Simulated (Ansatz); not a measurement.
# Fe2O: the cost of one run

Computed with Ansatz 0.2.0 (the levels named in each step, unless a step's input says otherwise).

## 1. The starting structure

Bond lengths: Fe1–O2 1.874 Å, Fe1–Fe3 2.845 Å, O2–Fe3 1.874 Å. Angles: Fe1–O2–Fe3 98.8°, O2–Fe1–Fe3 40.6°, Fe1–Fe3–O2 40.6°.

As a file:

```xyz
3

Fe   -1.4093   -0.2475   -0.0011
O    -0.0712    1.0648   -0.0018
Fe    1.4297   -0.0576    0.0016
```

## 2. A rough first relaxation, PBE-D4/def2-SVPD

The input, input.yaml:

```yaml
crystal:
  periodic: [false, false, false]
  atoms:
    - { symbol: Fe, position_ang: [-1.40932, -0.2475, -0.00106] }
    - { symbol: O, position_ang: [-0.07122, 1.06484, -0.00179] }
    - { symbol: Fe, position_ang: [1.42972, -0.05758, 0.00157] }
magnetization:
  spin_polarized: true
  initial_magnetization: 7
total_charge: -1
basis:
  gaussian: { orbitals: def2-SVPD }
hamiltonian:
  xc: pbe
  dispersion: d4
relax:
  f_tol: 0.03
  max_steps: 200
```

Started as:

```
$ ansatz run input.yaml --threads 4 --pin off --max-ram 10240MiB --backend cpu --events-out ev --progress --plain --runs-dir out
```

What time and memory should one allow on 4 threads of Arm Neoverse V2, shared host?

About 95 s, with a peak of 0.27 GiB.
